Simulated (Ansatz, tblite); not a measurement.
**The cluster Hg₃H₁₂Se₃: a ladder of methods and basis sets**

How do method and basis change the picture of the cluster Hg₃H₁₂Se₃ (singlet)?

Computed with Ansatz 0.2.0, Gaussian basis. Level: as each input shows.

Plan: GFN1-xTB, GFN2-xTB, PBE-D4/def2-TZVP, r2SCAN-D4/def2-TZVP, BHLYP-D4/def2-TZVP, B3LYP-D4/def2-TZVP, r2SCANh-D4/def2-TZVP, PBE-D4/def2-SVP, PBE0-D4/def2-SVP, MP2/def2-SVP, RPA/def2-SVP.

3 further runs of the same task are left out: 3 set aside as unsound or not needed. Runs told in other sessions of the task aren't counted.

### Step 1. The structure

The geometry is that of the singlet, from an earlier relaxation (PBE-D4/def2-SVP).

18 atoms, charge 0, spin multiplicity 1.

Bond lengths: Hg1–H7 1.669 Å, Hg1–H8 1.669 Å, Hg2–H9 1.669 Å, Hg2–H10 1.669 Å, Hg3–H11 1.669 Å, Hg3–H12 1.669 Å, Se4–H13 1.484 Å, Se4–H14 1.484 Å, Se5–H15 1.484 Å, Se5–H16 1.484 Å, Se6–H17 1.484 Å, Se6–H18 1.484 Å. Angles: H7–Hg1–H8 176.8°, H9–Hg2–H10 176.8°, H11–Hg3–H12 176.8°, H13–Se4–H14 91.2°, H15–Se5–H16 91.2°, H17–Se6–H18 91.2°.

Hg takes a core potential in the def2 sets. No spin-orbit coupling is included.

PBE0-D4/def2-TZVP was run before; its log isn't repeated, and its numbers join the tables.

### Step 2. GFN1-xTB

Tight binding, by tblite at 300 K electronic temperature and without a spin-polarisation term:

```python
tblite.interface.Calculator('GFN1-xTB', numbers, positions, charge=0, uhf=0).singlepoint()
```

Energy -523.3736 eV, HOMO -12.10 eV, LUMO -6.16 eV; 0.01 s.

### Step 3. GFN2-xTB

Tight binding, by tblite at 300 K electronic temperature and without a spin-polarisation term:

```python
tblite.interface.Calculator('GFN2-xTB', numbers, positions, charge=0, uhf=0).singlepoint()
```

Energy -492.1944 eV, HOMO -11.79 eV, LUMO -7.86 eV; 0.008 s.

### Step 4. PBE-D4/def2-TZVP

start.molden holds the orbitals of an earlier run on this state, given as this run's starting guess.

Input file in.yaml:

```yaml
crystal:
  periodic: [false, false, false]
  atoms:
    - {symbol: Hg, position_ang: [-1.625976, -1.618839, 3.244256]}
    - {symbol: Hg, position_ang: [3.236820, -1.630023, -1.622856]}
    - {symbol: Hg, position_ang: [-1.615927, 3.247026, -1.622349]}
    - {symbol: Se, position_ang: [-1.938815, 0.974805, 0.970458]}
    - {symbol: Se, position_ang: [0.980537, 0.977737, -1.937468]}
    - {symbol: Se, position_ang: [0.974524, -1.938451, 0.980469]}
    - {symbol: H, position_ang: [-2.601457, -2.601230, 2.311286]}
    - {symbol: H, position_ang: [-0.688694, -0.674234, 4.252169]}
    - {symbol: H, position_ang: [2.296370, -2.603927, -2.599728]}
    - {symbol: H, position_ang: [4.251782, -0.694442, -0.684140]}
    - {symbol: H, position_ang: [-2.593248, 2.317192, -2.605863]}
    - {symbol: H, position_ang: [-0.676545, 4.251992, -0.676672]}
    - {symbol: H, position_ang: [-3.397885, 0.786713, 0.778752]}
    - {symbol: H, position_ang: [-2.176849, 2.010598, 2.005581]}
    - {symbol: H, position_ang: [0.772304, 0.768212, -3.391329]}
    - {symbol: H, position_ang: [2.015156, 2.007507, -2.202480]}
    - {symbol: H, position_ang: [0.776485, -3.396003, 0.787280]}
    - {symbol: H, position_ang: [2.011408, -2.184643, 2.012623]}
basis:
  gaussian: {orbitals: def2-TZVP, initial_orbitals: start.molden}
hamiltonian: {xc: pbe, dispersion: d4}
scf: {omitted_lower_state_checks: [starts]}
output: {forces: true, orbitals: {seedname: orbitals}}
```

The run is started by

```bash
ansatz run in.yaml --threads 4 --pin off --events-out ev --progress --plain --max-ram 4787MiB
```

After this run come: r2SCAN-D4/def2-TZVP; BHLYP-D4/def2-TZVP; B3LYP-D4/def2-TZVP; r2SCANh-D4/def2-TZVP; PBE-D4/def2-SVP; PBE0-D4/def2-SVP; MP2/def2-SVP; RPA/def2-SVP.

Q: Predict the results of all the runs planned. Wanted: gap in def2-TZVP, named functionals, smallest and largest; correlation energy, MP2/def2-SVP; binding an atom, functionals in def2-TZVP; PBE0 total energy, smallest basis above largest.

As calculated:

| quantity | value |
| --- | --- |
| gap in def2-TZVP, named functionals, smallest and largest | 4.46 eV (PBE-D4), 8.15 eV (BHLYP-D4) |
| correlation energy, MP2/def2-SVP | -53.37 eV |
| binding an atom, functionals in def2-TZVP | 1.82 (BHLYP-D4) to 1.87 eV (r2SCAN-D4) |
| PBE0 total energy, smallest basis above largest | 25.20 eV (def2-SVP, def2-TZVP) |

What this shows: Orbital gaps of the named functionals in def2-TZVP span 4.46 eV (PBE-D4) to 8.15 eV (BHLYP-D4); exact exchange widens it.
